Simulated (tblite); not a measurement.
# C4H15NSeSi2: the cost of one run

The runs use tblite 0.8.0 and PySCF 2.14.0, with density-fitted response routines of our own; the level of theory stands in each step. All values are computed, except where a source is named. Atoms count from 0, in the outputs and in this text.

### 1 The molecule as given

23 atoms, charge 0, multiplicity 1; geometry from: force field or distance geometry start.

Bonds of the start (Å): C0–C1 1.51, C1–C2 1.51, C1–C3 1.51, C3–N4 1.46, C1–Si5 1.88, Si5–Se6 2.28, Se6–Si7 2.30, C0–H8 1.10, C0–H9 1.11, C0–H10 1.10, C2–H11 1.11, C2–H12 1.11, C2–H13 1.11, C3–H14 1.12, C3–H15 1.07, N4–H16 1.07, N4–H17 1.04, Si5–H18 1.47, Si5–H19 1.48, Si7–H20 1.47, Si7–H21 1.46, Si7–H22 1.46.

### 2 Geometry optimisation with GFN2-xTB

The job: settings as JSON, then the geometry in Å.

```
{"job": {"kind": "relax", "xc": "GFN2-xTB", "basis": "xTB"}, "charge": 0, "multiplicity": 1}
C     -1.427400    -0.585700    -1.462500
C     -0.858900    -0.148000    -0.138600
C     -0.668100    -1.279100     0.846600
C     -1.657800     0.992200     0.455500
N     -3.015300     0.482400     0.648800
Si     0.812000     0.608100    -0.550600
Se     2.334700    -0.312800     0.882500
Si     4.392900     0.145500    -0.042400
H     -2.014400     0.264700    -1.833700
H     -2.104100    -1.431800    -1.235100
H     -0.621200    -0.863800    -2.153400
H      0.132500    -1.083400     1.594700
H     -0.501300    -2.252200     0.337400
H     -1.623500    -1.389700     1.402700
H     -1.183100     1.252000     1.433600
H     -1.650400     1.855300    -0.185200
H     -3.602200     1.089800    -0.004000
H     -3.088600    -0.497000     0.297700
H      1.217500     0.299300    -1.929800
H      0.816900     2.071200    -0.330800
H      4.181900     0.510800    -1.448800
H      4.881000     1.323800     0.661400
H      5.242400    -1.024800     0.123000
```

On the command line:

```sh
$ OMP_NUM_THREADS=1 python probes_run.py task.json out
```

This one command runs all jobs of the session in turn.

**Question.** How long does this first job take on 1 thread of Arm Neoverse N1, shared host, and how much memory does it need?

About 3.7 s, with a peak of 0.18 GiB.
